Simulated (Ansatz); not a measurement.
# BPb3: the cost of one run

Computed with Ansatz 0.2.0 (DFT PBE, scalar-relativistic, plane waves, PAW, unless a step's input says otherwise).

## 1. The starting structure

Symmetry: I4/mmm, No. 139, tetragonal system. The conventional cell has a = 4.465 Å, b = 4.465 Å, c = 9.974 Å, α = 90.00°, β = 90.00°, γ = 90.00°. Around B (site symmetry 4/mmm) lie 12 Pb at 3.16 to 3.35 Å. Pb (site symmetry 4/mmm) is surrounded by 4 B at 3.16 Å and 8 Pb at 3.35 Å. Pb (site symmetry -4m2) is surrounded by 8 Pb at 3.16 to 3.35 Å and 4 B at 3.35 Å.

Coordinates:

```cif
data_structure
_symmetry_space_group_name_H-M 'I4/mmm'
_symmetry_Int_Tables_number 139
_cell_length_a 4.4653
_cell_length_b 4.4653
_cell_length_c 9.9744
_cell_angle_alpha 90.000
_cell_angle_beta 90.000
_cell_angle_gamma 90.000
_cell_volume 198.88
loop_
_atom_site_label
_atom_site_type_symbol
_atom_site_symmetry_multiplicity
_atom_site_Wyckoff_symbol
_atom_site_fract_x
_atom_site_fract_y
_atom_site_fract_z
_atom_site_occupancy
B1 B 2 a 0.00000 0.00000 0.00000 1
Pb1 Pb 2 b 0.50000 0.50000 0.00000 1
Pb2 Pb 4 d 0.50000 0.00000 0.25000 1
```

(A quick probe on a coarse mesh, which set the mesh and smearing, is not shown.)

## 3. The relaxation

The input, input.yaml:

```yaml
crystal:
  lattice:
    - [-2.2326495887, 2.2326495887, 4.9872172631]
    - [2.2326495887, -2.2326495887, 4.9872172631]
    - [2.2326495887, 2.2326495887, -4.9872172631]
  atoms:
    - { symbol: B, position: [0.0, 0.0, 0.0] }
    - { symbol: Pb, position: [0.5, 0.5, 0.0] }
    - { symbol: Pb, position: [0.25, 0.75, 0.5] }
    - { symbol: Pb, position: [0.75, 0.25, 0.5] }
basis:
  ecutwfc: 420
kpoints:
  mp_grid: { grid: [14, 14, 14] }
hamiltonian:
  xc: pbe
scf:
  occupations: { method: gaussian, width: 0.1 }
output:
  forces: true
  stress: true
  eigenvalues: true
relax:
  adjacent_minimum: "off"
  f_tol: 0.01
  max_steps: 80
  cell: { stress_tol: 0.05 }
```

The run is started by

```bash
$ ansatz run input.yaml --threads 1 --pin off --max-ram 2560MiB --backend cpu --events-out ev --progress --plain --runs-dir out
```

**Question.** How long does this run take on 1 thread of Arm Neoverse V2, shared host, and how much memory does it need?

About 4.1 min, with a peak of 0.78 GiB.
